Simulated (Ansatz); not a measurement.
**C2H4AlFO: small, medium and large basis sets**

How large a basis does C2H4AlFO need? Two functionals are run in growing sets.

Method: one geometry, several basis sets; program: Ansatz 0.2.0, Gaussian basis.

Levels to be run: PBE0-D4/def2-SVP; ωB97M-V/def2-SVP; PBE0-D4/def2-QZVPP; ωB97M-V/def2-QZVPP; the functionals' def2-TZVPP values are taken from earlier runs.

### 1 The relaxed structure

All runs share one geometry, relaxed beforehand with PBE0-D4 in a triple-zeta def2 set.

SMILES `C=C[O][AlH][F]`, 9 atoms, charge 0, spin multiplicity 1.

Atoms are counted from 1 here; the program's logs count them from 0.

Bond lengths: C1–C2 1.325 Å, C1–H6 1.083 Å, C1–H7 1.081 Å, C2–O3 1.346 Å, C2–H8 1.090 Å, O3–Al4 1.684 Å, Al4–F5 1.640 Å, Al4–H9 1.565 Å. Angles: C2–C1–H6 121.4°, C2–C1–H7 119.7°, H6–C1–H7 119.0°, C1–C2–O3 123.2°, C1–C2–H8 121.1°, O3–C2–H8 115.7°, C2–O3–Al4 137.8°, O3–Al4–F5 116.4°, O3–Al4–H9 123.2°, F5–Al4–H9 120.5°.

### 2 PBE0-D4 in def2-SVP

File in.yaml:

```yaml
crystal:
  periodic: [false, false, false]
  atoms:
    - {symbol: C, position_ang: [-1.562005, -0.360051, 1.103917]}
    - {symbol: C, position_ang: [-0.727965, -0.312915, 0.075523]}
    - {symbol: O, position_ang: [0.490342, 0.256491, 0.139592]}
    - {symbol: Al, position_ang: [1.800789, 0.519330, -0.884818]}
    - {symbol: F, position_ang: [3.087581, 1.301591, -0.234975]}
    - {symbol: H, position_ang: [-1.297747, 0.065261, 2.064123]}
    - {symbol: H, position_ang: [-2.527691, -0.832213, 0.988547]}
    - {symbol: H, position_ang: [-0.999019, -0.743141, -0.888808]}
    - {symbol: H, position_ang: [1.824317, 0.059246, -2.380301]}
basis:
  gaussian: {orbitals: def2-SVP}
hamiltonian: {xc: pbe0, dispersion: d4}
output: {orbitals: {seedname: orbitals}}
```

The runs that follow: ωB97M-V in def2-SVP; PBE0-D4 in def2-QZVPP; ωB97M-V in def2-QZVPP.

Q: Predict the results of all the runs planned. Wanted: PBE0-D4: double and triple zeta above quadruple; ωB97M-V: double and triple zeta above quadruple.

As calculated:

| quantity | value |
| --- | --- |
| PBE0-D4: double and triple zeta above quadruple | 11.30, 0.62 eV |
| ωB97M-V: double and triple zeta above quadruple | 11.49, 0.58 eV |

What this shows: For PBE0-D4 the step from double to triple zeta gains 10.68 eV and the next only 0.62 eV. Total energies overstate the basis error of differences, where much of it tends to cancel. The LUMO of ωB97M-V is positive and keeps falling with the basis (1.11 to 0.44 eV): an unbound level that the basis holds in place.
